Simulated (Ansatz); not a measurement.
**CdFH3OSi: a ladder of functionals and wavefunction methods**

The task here is to estimate one member of a computed series from the others.

Computed with Ansatz 0.2.0, Gaussian basis. Level: functionals in def2-TZVPP, the program's frozen cores in correlated methods.

Levels to be run: LDA (SPW92), PBE-D4, revPBE-D4, BLYP-D4, r2SCAN-D4, B97M-V, PBE0-D4, B3LYP-D4, r2SCANh-D4, r2SCAN0-D4, HSE06-D4, BHLYP-D4, CAM-B3LYP-D4, LC-ωPBE, ωB97X-V, ωB97M-V, B2PLYP, PBE-QIDH; CCSD(T)/def2-SVP; CCSD(T)/def2-TZVPP; MP2/def2-QZVPP; extrapolation to the limit; RPA on PBE.

### The geometry

An earlier PBE0-D4 in a triple-zeta def2 set relaxation fixed the geometry. Cd takes the def2 core potential; no spin-orbit term is included.

SMILES `[F][Cd][O][SiH3]`, 7 atoms, charge 0, spin multiplicity 1.

Atoms are counted from 1 here; the program's logs count them from 0.

Bond lengths: F1–Cd2 1.923 Å, Cd2–O3 1.944 Å, O3–Si4 1.629 Å, Si4–H5 1.493 Å, Si4–H6 1.493 Å, Si4–H7 1.486 Å. Angles: F1–Cd2–O3 177.1°, Cd2–O3–Si4 134.1°, O3–Si4–H5 111.8°, O3–Si4–H6 111.8°, O3–Si4–H7 108.7°, H5–Si4–H6 107.1°, H5–Si4–H7 108.7°, H6–Si4–H7 108.7°.

Set-up of the first run:

Contents of in.yaml:

```yaml
crystal:
  periodic: [false, false, false]
  atoms:
    - {symbol: F, position_ang: [-1.583350, -3.240555, 1.610472]}
    - {symbol: Cd, position_ang: [-1.054806, -1.706418, 0.578048]}
    - {symbol: O, position_ang: [-0.594360, -0.175740, -0.528839]}
    - {symbol: Si, position_ang: [0.535186, 0.993531, -0.433550]}
    - {symbol: H, position_ang: [1.917812, 0.436444, -0.512017]}
    - {symbol: H, position_ang: [0.441136, 1.752764, 0.848615]}
    - {symbol: H, position_ang: [0.338372, 1.939975, -1.562739]}
basis:
  gaussian: {orbitals: def2-TZVPP}
hamiltonian: {xc: lda}
output: {orbitals: {seedname: orbitals}}
```

Steps of the session up to this table: LDA; PBE-D4 (GGA); revPBE-D4 (GGA); BLYP-D4 (GGA); r2SCAN-D4 (meta-GGA); B97M-V (meta-GGA); PBE0-D4 (hybrid); B3LYP-D4 (hybrid); r2SCANh-D4 (hybrid); r2SCAN0-D4 (hybrid); HSE06-D4 (hybrid); BHLYP-D4 (hybrid); CAM-B3LYP-D4 (range-separated); LC-ωPBE (range-separated); ωB97X-V (range-separated); ωB97M-V (range-separated); B2PLYP (double hybrid); PBE-QIDH (double hybrid).

One table of the session follows, with a row left open; its other results are not shown here.

It belongs to the step «Orbital energies across the functionals». 

| functional | HOMO (eV) | LUMO (eV) | gap (eV) |
| --- | --- | --- | --- |
| LDA (SPW92) | -7.14 | -3.44 | 3.70 |
| PBE-D4 | -6.98 | -3.13 | 3.86 |
| revPBE-D4 | -6.92 | -3.00 | 3.92 |
| BLYP-D4 | -6.91 | -3.12 | 3.79 |
| r2SCAN-D4 | -7.31 | -2.87 | 4.44 |
| B97M-V | -7.40 | -3.05 | 4.35 |
| PBE0-D4 | -8.41 | -2.18 | 6.23 |
| B3LYP-D4 | -8.22 | -2.54 | 5.68 |
| r2SCANh-D4 | -7.84 | -2.53 | 5.32 |
| r2SCAN0-D4 | -8.65 | -2.03 | 6.62 |
| HSE06-D4 | -8.01 | -2.55 | 5.46 |
| BHLYP-D4 | -9.81 | -1.38 | 8.42 |
| CAM-B3LYP-D4 | -9.86 | -1.28 | 8.58 |
| LC-ωPBE | -11.16 | 0.09 | 11.25 |
| ωB97X-V | ? | ? | ? |
| ωB97M-V | -10.72 | -0.38 | 10.34 |

Estimate the missing values for ωB97X-V.

**Answer.** HOMO (eV): -10.84; LUMO (eV): -0.12; gap (eV): 10.72. In the column «HOMO (eV)» it lies between LC-ωPBE (-11.16) and ωB97M-V (-10.72).
